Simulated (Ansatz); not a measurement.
**CdN2H4: how energies converge with the basis set**

One table from this session's results is given with a row withheld; the runs are named, their logs left out.

Computed with Ansatz 0.2.0, Gaussian basis. Level: one geometry, several basis sets.

Plan: PBE0-D4/def2-SVP; ωB97M-V/def2-SVP; PBE0-D4/def2-QZVPP; ωB97M-V/def2-QZVPP; the functionals' def2-TZVPP values are taken from earlier runs.

**The relaxed structure**

All runs share one geometry, relaxed beforehand with PBE0-D4 in a triple-zeta def2 set. Cd takes the def2 core potential; no spin-orbit term is included.

7 atoms, charge 0, spin multiplicity 1.

Atoms are counted from 1 here; the program's logs count them from 0.

Bond lengths: N1–Cd2 2.005 Å, N1–H4 1.013 Å, N1–H5 1.013 Å, Cd2–N3 2.005 Å, N3–H6 1.013 Å, N3–H7 1.013 Å. Angles: Cd2–N1–H4 113.2°, Cd2–N1–H5 113.2°, H4–N1–H5 106.6°, N1–Cd2–N3 173.5°, Cd2–N3–H6 113.2°, Cd2–N3–H7 113.2°, H6–N3–H7 106.6°.

As a file:

```xyz
7
charge 0, multiplicity 1
N    -1.8558    0.2210   -0.7401
Cd   -0.0346   -0.0220    0.0614
N     1.6795   -0.3333    1.0530
H    -2.3043   -0.6543   -0.9831
H    -1.8490    0.7856   -1.5809
H     1.8756    0.3812    1.7440
H     2.4887   -0.3781    0.4457
```

The first run:

The input, in.yaml:

```yaml
crystal:
  periodic: [false, false, false]
  atoms:
    - {symbol: N, position_ang: [-1.855796, 0.220982, -0.740130]}
    - {symbol: Cd, position_ang: [-0.034580, -0.022036, 0.061361]}
    - {symbol: N, position_ang: [1.679474, -0.333296, 1.053031]}
    - {symbol: H, position_ang: [-2.304346, -0.654271, -0.983083]}
    - {symbol: H, position_ang: [-1.848990, 0.785585, -1.580857]}
    - {symbol: H, position_ang: [1.875575, 0.381155, 1.743970]}
    - {symbol: H, position_ang: [2.488662, -0.378109, 0.445698]}
basis:
  gaussian: {orbitals: def2-SVP}
hamiltonian: {xc: pbe0, dispersion: d4}
output: {orbitals: {seedname: orbitals}}
```

Steps of the session up to this table: PBE0-D4 in def2-SVP; ωB97M-V in def2-SVP; PBE0-D4 in def2-QZVPP; ωB97M-V in def2-QZVPP.

One table of the session follows, with a row left open; its other results are not shown here.

It belongs to the step «Functionals by basis». 

```
functional       basis  HOMO (eV)
   PBE0-D4    def2-SVP      -6.40
   PBE0-D4  def2-TZVPP      -6.67
   PBE0-D4  def2-QZVPP      -6.74
   ωB97M-V    def2-SVP          ?
   ωB97M-V  def2-TZVPP      -9.00
   ωB97M-V  def2-QZVPP      -9.07
```

Q: Estimate the row for ωB97M-V, def2-SVP from the others.

**Answer.** HOMO (eV): -8.71. In the column «HOMO (eV)» it lies between ωB97M-V, def2-TZVPP (-9.00) and PBE0-D4, def2-QZVPP (-6.74).
